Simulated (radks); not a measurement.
# Zr⁺ in [Kr] 4d2 5s1: an all-electron calculation

One table from this session's results is given with a row withheld; the runs are named, their logs left out.

The numbers are computed with radks (a radial shooting solver on a logarithmic mesh, Libxc functionals) version 1 (Dirac Kohn-Sham, BLYP, spin-unpolarised, spherical densities, point nucleus; open shells fill j = l - 1/2 first), except any that are marked as measured or tabulated.

## The system

```
element       : zirconium (Z = 40)
charge        : +1
electrons     : 39
configuration : [Kr] 4d2 5s1
```

The first run:

The run's settings:

```text
Z 40
configuration [Kr] 4d2 5s1
relativity Dirac
functional b88,lyp
spin unpolarised
j_filling energy
nucleus point
c 137.035999084
```

On the command line:

```
> python run_ks.py task.json out
```

This one command runs every case of the session in turn.

One table of the session follows, with a row left open; its other results are not shown here.

Sizes of the orbitals, from the radial functions (bohr):

```
level      <r>  outermost maximum (interpolated)  90 % within  nodes
1s1/2  0.03706                            0.0241       0.0664      0
2s1/2   0.1623                             0.137        0.251      1
2p1/2   0.1386                             0.107        0.227      0
2p3/2   0.1430                             0.111        0.233      0
3s1/2   0.4585                             0.408        0.679      2
3p1/2   0.4551                             0.396        0.690      1
3p3/2   0.4656                             0.405        0.705      1
3d3/2   0.4506                             0.346        0.725      0
3d5/2   0.4541                             0.348        0.731      0
4s1/2        ?                                 ?            ?      ?
4p1/2    1.347                              1.16         2.01      2
4p3/2    1.378                              1.19         2.05      2
5s1/2    3.425                              2.99         5.00      4
4d3/2    2.142                              1.58         3.46      1
4d5/2    2.162                              1.60         3.49      1
```

Estimate the missing values for 4s1/2.

As computed: <r>: 1.212; outermost maximum (interpolated): 1.08; 90 % within: 1.77; nodes: 3. In the column «<r>» it lies between 3p3/2 (0.4656) and 4p1/2 (1.347).

Caveats from the session: Spin polarisation and multiplet splitting are left out.
